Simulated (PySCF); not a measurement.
**SrLi: spin, charge, geometry and surroundings**

How does SrLi answer to another spin, charge, distance or environment?

Program: PySCF 2.14.0. Level of theory: method and basis as typed in the scripts. These are calculated values, not measurements.

3 further runs of the same task are left out: 1 for a known fault of the program, 2 that didn't finish.

## 1. The starting structure

SrLi: 2 atoms, charge 0, spin multiplicity 2.

Bond lengths: Sr1–Li2 3.145 Å.

## 2. The run that the others are compared with

Contents of input.py:

```python
from pyscf import gto, dft

mol = gto.M(
    atom='Sr 0 0 0; Li 0 0 3.145',
    basis='x2c-svpall',
    charge=0,
    spin=1,
    verbose=3,
)
mf = dft.UKS(mol, xc='tpssh')
mf = mf.sfx2c1e()
mf.kernel()
g = mf.nuc_grad_method()
g.grid_response = True
g.kernel()
mf.dip_moment()
print('orbital energies (hartree):', [e[max(0, n-3):n+3].round(4) for e, n in zip(mf.mo_energy, mol.nelec)])
```

Run with:

```console
$ OMP_NUM_THREADS=1 python input.py
```

Its log is not repeated here.

It gives: E(SCF) = -3186.338148 Eh, ⟨S²⟩ = 0.762, μ = 0.29 D, gradient on the second atom -0.0138 Eh/bohr.

The bond length is a typed value, not an optimised one.

## 3. Bond 25 Å

Run 1 changes bond length: 3.145 Å → 25 Å.

Contents of input.py:

```python
from pyscf import gto, dft

mol = gto.M(
    atom='Sr 0 0 0; Li 0 0 25',
    basis='x2c-svpall',
    charge=0,
    spin=1,
    verbose=3,
)
mf = dft.UKS(mol, xc='tpssh')
mf = mf.sfx2c1e()
mf.kernel()
g = mf.nuc_grad_method()
g.grid_response = True
g.kernel()
mf.dip_moment()
print('orbital energies (hartree):', [e[max(0, n-3):n+3].round(4) for e, n in zip(mf.mo_energy, mol.nelec)])
```

Run with:

```console
$ OMP_NUM_THREADS=1 python input.py
```

## 4. Bond 3.239 Å

Run 2 changes bond length: 3.145 Å → 3.239 Å.

Edit input.py of step 2 so:

```diff
@@ -3,3 +3,3 @@
 mol = gto.M(
-    atom='Sr 0 0 0; Li 0 0 3.145',
+    atom='Sr 0 0 0; Li 0 0 3.239',
     basis='x2c-svpall',
```

## 5. Charge +1 (triplet)

Run 3 changes charge: 0 → 1; spin (2S): 1 → 2.

Edit input.py of step 2 so:

```diff
@@ -5,4 +5,4 @@
     basis='x2c-svpall',
-    charge=0,
-    spin=1,
+    charge=1,
+    spin=2,
     verbose=3,
```

Before running it: what results should come out? Wanted: for each run, E(SCF); from base; gap, α spin; SCF dipole.

As calculated:

```csv
run,E(SCF) (hartree),from base (eV),"gap, α spin (eV)",SCF dipole (D)
base,-3186.338148,0,1.33,0.29
bond 25 Å (poor choice),-3186.325927,+0.3325,2.39,0.00
bond 3.239 Å,-3186.340245,-0.0571,1.40,0.27
charge +1 (triplet),-3186.131815,+5.6146,1.06,n/a
```

**Reading.** Of the runs whose energies can be compared, “bond 25 Å” moves the SCF energy most (+0.333 eV). At the SCF level, going to the triplet with one electron fewer costs 5.61 eV at fixed geometry, which need not be the lowest ionisation. Rows marked «poor choice» come from settings spoiled on purpose.
